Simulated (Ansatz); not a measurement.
# AuF3HOP: basis-set convergence

How large a basis does AuF3HOP need? Two functionals are run in growing sets.

The runs use Ansatz 0.2.0, Gaussian basis; one geometry, several basis sets.

Plan: PBE0-D4/def2-SVP; ωB97M-V/def2-SVP; PBE0-D4/def2-QZVPP; ωB97M-V/def2-QZVPP; the functionals' def2-TZVPP values are taken from earlier runs.

## 1. The relaxed structure

An earlier PBE0-D4 in a triple-zeta def2 set relaxation fixed the geometry. Au takes the def2 core potential; no spin-orbit term is included.

SMILES `[OH][Au-][P+](F)(F)F`, 7 atoms, charge 0, spin multiplicity 1.

Atoms are counted from 1 here; the program's logs count them from 0.

Bond lengths: O1–Au2 1.945 Å, O1–H7 0.960 Å, Au2–P3 2.150 Å, P3–F4 1.545 Å, P3–F5 1.546 Å, P3–F6 1.546 Å. Angles: Au2–O1–H7 111.9°, O1–Au2–P3 177.7°, Au2–P3–F4 117.2°, Au2–P3–F5 118.8°, Au2–P3–F6 118.8°, F4–P3–F5 99.5°, F4–P3–F6 99.6°, F5–P3–F6 99.2°.

## 2. PBE0-D4 in def2-SVP

Input file in.yaml:

```yaml
crystal:
  periodic: [false, false, false]
  atoms:
    - {symbol: O, position_ang: [1.446093, -2.480656, 0.226582]}
    - {symbol: Au, position_ang: [0.506386, -0.782913, 0.093536]}
    - {symbol: P, position_ang: [-0.466146, 1.132002, -0.015261]}
    - {symbol: F, position_ang: [-1.899881, 1.165244, -0.590090]}
    - {symbol: F, position_ang: [0.178088, 2.246276, -0.871536]}
    - {symbol: F, position_ang: [-0.694404, 1.925565, 1.291532]}
    - {symbol: H, position_ang: [0.929863, -3.205509, -0.134764]}
basis:
  gaussian: {orbitals: def2-SVP}
hamiltonian: {xc: pbe0, dispersion: d4}
output: {orbitals: {seedname: orbitals}}
```

Command:

```console
$ ansatz run in.yaml --threads 4 --pin off --events-out ev --progress --plain --max-ram 10444MiB
```

After this run come: ωB97M-V in def2-SVP; PBE0-D4 in def2-QZVPP; ωB97M-V in def2-QZVPP.

**Question.** What will the summary of the whole plan be? Wanted: PBE0-D4: double and triple zeta above quadruple; ωB97M-V: double and triple zeta above quadruple.

The runs gave:

| quantity | value |
| --- | --- |
| PBE0-D4: double and triple zeta above quadruple | 18.41, 0.98 eV |
| ωB97M-V: double and triple zeta above quadruple | 18.61, 0.93 eV |

For PBE0-D4 the step from double to triple zeta gains 17.43 eV and the next only 0.98 eV. These are total energies; as a rule much of such shifts cancels in differences, which this series doesn't test.
